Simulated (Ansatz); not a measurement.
# C₂HFMg (SMILES C#[C][Mg][F]): functionals against CCSD(T) at one geometry

An exercise on one series of results from a longer session: the logs are not shown, and one member is left open.

Method: single points in def2-TZVPP; program: Ansatz 0.2.0, Gaussian basis.

Cores are frozen in the correlated methods. The outer core shell of Li, Na, Mg and K is correlated.

**The starting structure**

SMILES `C#[C][Mg][F]`, 5 atoms, charge 0, spin multiplicity 1.

Atoms are counted from 1 here; the program's logs count them from 0.

Bond lengths: C1–C2 1.183 Å, C1–H5 1.093 Å, C2–Mg3 2.002 Å, Mg3–F4 1.689 Å. Angles: C2–C1–H5 178.7°, C1–C2–Mg3 178.6°, C2–Mg3–F4 177.6°.

Geometry (Å):

```xyz
5
C2HFMg
C     1.00750    0.99870    0.80440
C     0.27950    0.26890    0.22470
Mg   -0.96000   -0.93200   -0.78950
F    -2.01600   -1.98230   -1.58550
H     1.67720    1.65890    1.36130
```

The first run:

Contents of run/in.yaml:

```yaml
crystal:
  periodic: [false, false, false]
  atoms:
    - {symbol: C, position_ang: [1.007500, 0.998700, 0.804400]}
    - {symbol: C, position_ang: [0.279500, 0.268900, 0.224700]}
    - {symbol: Mg, position_ang: [-0.960000, -0.932000, -0.789500]}
    - {symbol: F, position_ang: [-2.016000, -1.982300, -1.585500]}
    - {symbol: H, position_ang: [1.677200, 1.658900, 1.361300]}
basis:
  gaussian: {orbitals: def2-TZVPP}
correlation: {method: ccsd_t}
output: {forces: true}
```

The command line of these runs was not kept.

Among the steps run: CCSD(T)/def2-TZVPP; PBE0-D4/def2-TZVPP; wB97M-V/def2-TZVPP; r2SCAN-D4/def2-TZVPP; PBE-D4/def2-TZVPP; BHLYP-D4/def2-TZVPP; HSE06-D4/def2-TZVPP.

One table of the session follows, with a row left open; its other results are not shown here.

| method | RMS force component (eV/Å) | angle to CCSD(T) forces (°) | dipole (D) |
| --- | --- | --- | --- |
| CCSD(T) | 1.990 | reference | 1.38 |
| PBE0-D4 | 1.562 | 5.2 | 1.46 |
| wB97M-V | 1.492 | 8.2 | 1.40 |
| r2SCAN-D4 | ? | ? | ? |
| PBE-D4 | 1.875 | 5.2 | 1.43 |
| BHLYP-D4 | 1.252 | 12.3 | 1.49 |
| HSE06-D4 | 1.574 | 5.1 | 1.46 |

**Question.** Estimate the row for r2SCAN-D4.

As computed: RMS force component (eV/Å): 1.666; angle to CCSD(T) forces (°): 4.3; dipole (D): 1.43. In the column «RMS force component (eV/Å)» it lies between HSE06-D4 (1.574) and PBE-D4 (1.875).
